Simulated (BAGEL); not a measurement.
**HF/3-21G (density fitting with qzvpp-jkfit) run of Ge2H6 (SMILES [H][Ge]([H])([H])[GeH3])**

Aim: the energy change on altering one bond length of Ge2H6 at HF/3-21G (density fitting with qzvpp-jkfit), from 2 runs. 

The results are computed with BAGEL 1.2.2.

### 1 The system as given

Ge2H6: 8 atoms, total charge 0, spin state singlet. As SMILES, `[H][Ge]([H])([H])[GeH3]`. The shape comes from GFN2-xTB, which is rough for such elements, and wasn't checked as a minimum.

Bond lengths: Ge1–Ge2 2.363 Å, Ge2–H3 1.498 Å, Ge2–H4 1.497 Å, Ge2–H5 1.498 Å, Ge1–H6 1.498 Å, Ge1–H7 1.497 Å, Ge1–H8 1.498 Å. Some angles: Ge1–Ge2–H3 113.2°, Ge1–Ge2–H4 112.9°, Ge1–Ge2–H5 113.2°, Ge2–Ge1–H6 113.1°, Ge2–Ge1–H7 113.1°, Ge2–Ge1–H8 113.1°, H3–Ge2–H4 105.7°, H3–Ge2–H5 105.5°, H4–Ge2–H5 105.6°, H6–Ge1–H7 105.6°.

### 2 The energy at HF/3-21G (density fitting with qzvpp-jkfit)

The input, input.json:

```json
{ "bagel" : [

{
  "title" : "molecule",
  "basis" : "3-21g",
  "df_basis" : "qzvpp-jkfit",
  "angstrom" : "true",
  "geometry" : [
    { "atom" : "Ge", "xyz" : [      -0.003060,       0.007410,      -1.181420 ] },
    { "atom" : "Ge", "xyz" : [       0.002720,      -0.006290,       1.181150 ] },
    { "atom" : "H", "xyz" : [       0.802050,       1.112210,       1.775620 ] },
    { "atom" : "H", "xyz" : [       0.577430,      -1.264360,       1.754610 ] },
    { "atom" : "H", "xyz" : [      -1.366140,       0.120300,       1.775810 ] },
    { "atom" : "H", "xyz" : [       1.373270,      -0.009620,      -1.772570 ] },
    { "atom" : "H", "xyz" : [      -0.675890,       1.213330,      -1.760140 ] },
    { "atom" : "H", "xyz" : [      -0.710380,      -1.172980,      -1.773050 ] }
  ]
},

{
  "title" : "hf"
},

{
  "title" : "print",
  "file" : "orbitals.molden",
  "orbitals" : "true"
}

]}
```

Started as:

```bash
$ BAGEL_NUM_THREADS=1 BAGEL input.json > input.out
```

The log of the run:

```text
* using 1 threads per process

  ===============================================================
  ===============================================================

  *** Geometry ***

  { "atom" : "Ge", "xyz" : [     -0.005783,      0.014003,     -2.232560 ] },
  { "atom" : "Ge", "xyz" : [      0.005140,     -0.011886,      2.232050 ] },
  { "atom" : "H", "xyz" : [      1.515655,      2.101772,      3.355436 ] },
  { "atom" : "H", "xyz" : [      1.091185,     -2.389294,      3.315732 ] },
  { "atom" : "H", "xyz" : [     -2.581630,      0.227334,      3.355795 ] },
  { "atom" : "H", "xyz" : [      2.595104,     -0.018179,     -3.349672 ] },
  { "atom" : "H", "xyz" : [     -1.277247,      2.292861,     -3.326183 ] },
  { "atom" : "H", "xyz" : [     -1.342424,     -2.216611,     -3.350579 ] },

  Number of auxiliary basis functions:      640

  Since a DF basis is specified, we compute 2- and 3-index integrals:
    o Being stored without compression. Storage requirement is 0.016 GB

  Number of basis functions:       56
  Number of electrons      :       70

    * METHOD: MOLECULE                             0.30

  *** RHF ***

  === Nuclear Repulsion ===
   330.9218125690

      * DIIS with orbital gradients will be used.

  === RHF iteration (3-21g) ===
      0      -4134.07816532          0.00595139           0.10
      1      -4134.10226827          0.00153433           0.10
      2      -4134.10359009          0.00015221           0.10
      3      -4134.10361767          0.00002176           0.10
      4      -4134.10361853          0.00000278           0.10
      5      -4134.10361854          0.00000026           0.10
      6      -4134.10361854          0.00000003           0.10
      7      -4134.10361854          0.00000000           0.10
    * SCF iteration converged.

    * Permanent dipole moment:
           (    0.000256,    -0.001039,     0.000694) a.u.

    * METHOD: HF                                   0.97

    * METHOD: PRINT                                0.01

  ===============================================================
```

Run time: 1.4 s. Hardware: 1 thread of Arm Neoverse V2, shared host; peak memory 0.12 GiB.

### 3 The distorted shape at the same level

The input, calc.json:

```json
{ "bagel" : [

{
  "title" : "molecule",
  "basis" : "3-21g",
  "df_basis" : "qzvpp-jkfit",
  "angstrom" : "true",
  "geometry" : [
    { "atom" : "Ge", "xyz" : [    1.639596,   -0.144500,   -1.895023 ] },
    { "atom" : "Ge", "xyz" : [    1.645376,   -0.158200,    0.467547 ] },
    { "atom" : "H", "xyz" : [    2.444706,    0.960300,    1.062017 ] },
    { "atom" : "H", "xyz" : [    2.220086,   -1.416270,    1.041007 ] },
    { "atom" : "H", "xyz" : [   -1.366140,    0.120300,    1.775810 ] },
    { "atom" : "H", "xyz" : [    3.015926,   -0.161530,   -2.486173 ] },
    { "atom" : "H", "xyz" : [    0.966766,    1.061420,   -2.473743 ] },
    { "atom" : "H", "xyz" : [    0.932276,   -1.324890,   -2.486653 ] }
  ]
},
{ "title" : "hf" },
{ "title" : "print", "file" : "orbitals.molden", "orbitals" : "true" }

]}
```

Started as:

```bash
$ BAGEL_NUM_THREADS=1 BAGEL calc.json > calc.out
```

The log of the run:

```text
* using 1 threads per process

  ===============================================================
  ===============================================================

  *** Geometry ***

  { "atom" : "Ge", "xyz" : [      3.098387,     -0.273065,     -3.581074 ] },
  { "atom" : "Ge", "xyz" : [      3.109310,     -0.298955,      0.883536 ] },
  { "atom" : "H", "xyz" : [      4.619825,      1.814704,      2.006921 ] },
  { "atom" : "H", "xyz" : [      4.195355,     -2.676362,      1.967218 ] },
  { "atom" : "H", "xyz" : [     -2.581630,      0.227334,      3.355795 ] },
  { "atom" : "H", "xyz" : [      5.699274,     -0.305247,     -4.698186 ] },
  { "atom" : "H", "xyz" : [      1.826923,      2.005793,     -4.674697 ] },
  { "atom" : "H", "xyz" : [      1.761746,     -2.503679,     -4.699093 ] },

  Number of auxiliary basis functions:      640

  Since a DF basis is specified, we compute 2- and 3-index integrals:
    o Being stored without compression. Storage requirement is 0.016 GB

  Number of basis functions:       56
  Number of electrons      :       70

    * METHOD: MOLECULE                             0.31

  *** RHF ***

  === Nuclear Repulsion ===
   322.8462138916

      * DIIS with orbital gradients will be used.

  === RHF iteration (3-21g) ===
      0      -4133.84529634          0.00928024           0.10
      1      -4133.90166552          0.00575576           0.10
      2      -4133.92204756          0.00084419           0.10
      3      -4133.92269216          0.00013068           0.10
      4      -4133.92270833          0.00003493           0.10
      5      -4133.92270981          0.00000871           0.10
      6      -4133.92270989          0.00000238           0.10
      7      -4133.92270990          0.00000037           0.10
      8      -4133.92270990          0.00000007           0.10
      9      -4133.92270990          0.00000001           0.10
     10      -4133.92270990          0.00000000           0.10
    * SCF iteration converged.

    * Permanent dipole moment:
           (   -0.965443,     0.084718,     0.580808) a.u.

    * METHOD: HF                                   1.26

    * METHOD: PRINT                                0.01

  ===============================================================
```

It took 1.8 s on 1 thread of Arm Neoverse V2, shared host; peak memory 0.12 GiB.

### 4 Outcome

Level: HF/3-21G (density fitting with qzvpp-jkfit).

```
                                                          quantity           value
                                         first shape: total energy  -4134.10362 Eh
                                        first shape: dipole moment          0.00 D
                                          first shape: HOMO energy       -11.06 eV
                                          first shape: LUMO energy         3.90 eV
                                        first shape: HOMO–LUMO gap        14.97 eV
                                     distorted shape: total energy  -4133.92271 Eh
                                    distorted shape: dipole moment          2.87 D
                                      distorted shape: HOMO energy        -7.67 eV
                                      distorted shape: LUMO energy        -0.77 eV
                                    distorted shape: HOMO–LUMO gap         6.90 eV
energy change with the Ge2–H5 bond stretched from 1.498 to 3.295 Å        4.923 eV
```

What this shows: One bond (distorted shape) is far stretched, which a spin-restricted single reference describes badly; a broken-symmetry solution may lie lower. With the Ge2–H5 bond stretched from 1.498 to 3.295 Å the energy rises by 4.92 eV (114 kcal/mol). The first shape isn't relaxed at this level, so the change isn't measured from a minimum. A restricted reference can't describe the breaking bond well at this length.
